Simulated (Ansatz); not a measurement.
# C3H2BrCl: small, medium and large basis sets

Aim: see how fast density functionals converge with the basis set for C3H2BrCl.

Computed with Ansatz 0.2.0, Gaussian basis. Level: one geometry, several basis sets.

The runs, in order: PBE0-D4/def2-SVP; ωB97M-V/def2-SVP; PBE0-D4/def2-QZVPP; ωB97M-V/def2-QZVPP; the functionals' def2-TZVPP values are taken from earlier runs.

### 1 Structure used throughout

The geometry comes from an earlier relaxation with PBE0-D4 in a triple-zeta def2 set; it is a stationary point, not always the lowest conformer.

SMILES `ClC1=C(Br)C1`, 7 atoms, charge 0, spin multiplicity 1.

Atoms are counted from 1 here; the program's logs count them from 0.

Bond lengths: Cl1–C2 1.670 Å, C2–C3 1.286 Å, C2–C5 1.499 Å, C3–Br4 1.830 Å, C3–C5 1.502 Å, C5–H6 1.091 Å, C5–H7 1.091 Å. Angles: Cl1–C2–C3 150.7°, Cl1–C2–C5 144.5°, C3–C2–C5 64.7°, C2–C3–Br4 150.5°, C2–C3–C5 64.5°, Br4–C3–C5 145.0°, C2–C5–C3 50.8°, C2–C5–H6 119.4°, C2–C5–H7 119.4°, C3–C5–H6 119.4°, C3–C5–H7 119.4°, H6–C5–H7 114.2°.

### 2 PBE0-D4 in def2-SVP

File in.yaml:

```yaml
crystal:
  periodic: [false, false, false]
  atoms:
    - {symbol: Cl, position_ang: [0.182462, -1.034004, 2.263094]}
    - {symbol: C, position_ang: [0.050137, -0.419818, 0.715595]}
    - {symbol: C, position_ang: [-0.166693, -0.583356, -0.541801]}
    - {symbol: Br, position_ang: [-0.559989, -1.667075, -1.962514]}
    - {symbol: C, position_ang: [0.130278, 0.825469, -0.114272]}
    - {symbol: H, position_ang: [1.106770, 1.257820, -0.337966]}
    - {symbol: H, position_ang: [-0.681665, 1.552865, -0.067936]}
basis:
  gaussian: {orbitals: def2-SVP}
hamiltonian: {xc: pbe0, dispersion: d4}
output: {orbitals: {seedname: orbitals}}
```

Further steps of the session: ωB97M-V in def2-SVP; PBE0-D4 in def2-QZVPP; ωB97M-V in def2-QZVPP.

**Question.** What will the summary of the whole plan be? Wanted: PBE0-D4: double and triple zeta above quadruple; ωB97M-V: double and triple zeta above quadruple.

**Answer**, as computed:

| quantity | value |
| --- | --- |
| PBE0-D4: double and triple zeta above quadruple | 18.21, 1.96 eV |
| ωB97M-V: double and triple zeta above quadruple | 18.15, 1.87 eV |

**Reading.** For PBE0-D4 the step from double to triple zeta gains 16.25 eV and the next only 1.96 eV. Total energies overstate the basis error of differences, where much of it tends to cancel.
